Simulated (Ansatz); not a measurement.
Run this with the Ansatz DFT code, driven from Python and show what comes out.

Script `tcru.py`:
```python
from collections import Counter
import warnings

import ansatz as az
from ase import Atoms
import numpy as np


def solve(name, crystal):
    calc = crystal.calculation()
    calc = calc.functional(az.Functional.PBESOL)
    calc = calc.basis(500)
    calc = calc.mixing("msr1", preconditioner="kerker_dos").eigensolver("davidson", full_accuracy=True)
    calc = calc.scf(algorithm="density_mixing").kpoints(spacing=0.3)
    calc = calc.occupations("gaussian", width=0.1)
    calc = calc.stress()
    calc = calc.relax(force_tolerance=0.02, max_steps=60, cell=True)
    return calc.run(threads=1, backend="cpu")


def counts(outcome):
    return Counter(site.symbol for site in outcome.lattice.sites)

def formation_energy(outcome, mu):
    n = counts(outcome)
    return (outcome.report["energy_sigma0_ev"] - sum(k * mu[element] for element, k in n.items())) / sum(n.values())


def volume_per_atom(outcome):
    return abs(np.linalg.det(outcome.lattice.cell_ang)) / len(outcome.lattice.sites)

warnings.simplefilter("ignore", az.DeckWarning)

phases = {}
atoms = Atoms(
    ["Tc", "Ru"],
    scaled_positions=[
        [0.0, 0.0, 0.0],
        [1 / 3, 2 / 3, 0.5],
    ],
    cell=[
        [2.72486253, 0.0, 0.0],
        [-1.36243126, 2.35980017, 0.0],
        [0.0, 0.0, 4.31289415],
    ],
    pbc=True,
)
tcru = az.Crystal.from_ase(atoms)
phases["TcRu"] = tcru
tc = (
    az.Lattice.from_parameters(2.74, 2.74, 4.398, alpha=90, beta=90, gamma=120)
    .space_group(194)
    .atom("Tc", [1 / 3, 2 / 3, 0.25])
)
phases["Tc"] = tc
ru = (
    az.Lattice.of([2.7058, 0.0, 0.0], [-1.3529, 2.34329154, 0.0], [0.0, 0.0, 4.2819])
    .atom("Ru", [1 / 3, 2 / 3, 0.25])
    .atom("Ru", [2 / 3, 1 / 3, 0.75])
)
phases["Ru"] = ru

done = {}
for name, crystal in phases.items():
    done[name] = solve(name, crystal)
    print(f"{name}: {done[name].report['energy_sigma0_ev']:.4f} eV, {len(done[name].lattice.sites)} atoms")

references = {"Tc": "Tc", "Ru": "Ru"}
mu = {element: done[name].report["energy_sigma0_ev"] / len(done[name].lattice.sites) for element, name in references.items()}

target = done["TcRu"]
heat = formation_energy(target, mu)
n = counts(target)
print("cell content:", dict(n), " volume", round(volume_per_atom(target), 3), "A^3/atom")
print("formation energy", round(heat, 4), "eV/atom,", round(heat * sum(n.values()), 4), "eV per cell")
print("bound against the elements" if heat < 0 else "unbound against the elements")
```

`python tcru.py` gives:
```text
TcRu: -11154.2735 eV, 2 atoms
Tc: -10675.3626 eV, 2 atoms
Ru: -11633.0376 eV, 2 atoms
cell content: {<Element.TC: 'Tc'>: 1, <Element.RU: 'Ru'>: 1}  volume 13.658 A^3/atom
formation energy -0.0367 eV/atom, -0.0734 eV per cell
bound against the elements
```

Caveats:
- The settings weren't tested for convergence.
- No spin polarisation was allowed.
- The meshes are coarse for the metals among these phases, whose energies can be off by up to 40 meV an atom.
- The cells come from databases of deposited and of computed structures, and not all need be stable phases.
- The compound is the structure given, not necessarily its lowest; energies are at zero temperature, with no correction for gases. A semilocal functional's error on such energies is often 0.05 to 0.1 eV an atom, and 0.1 to 0.3 eV against gases such as O2 or F2.
- Wall time of the script: 53 s on 1 thread of Arm Neoverse V1, on a shared host, peak memory 0.39 GiB.
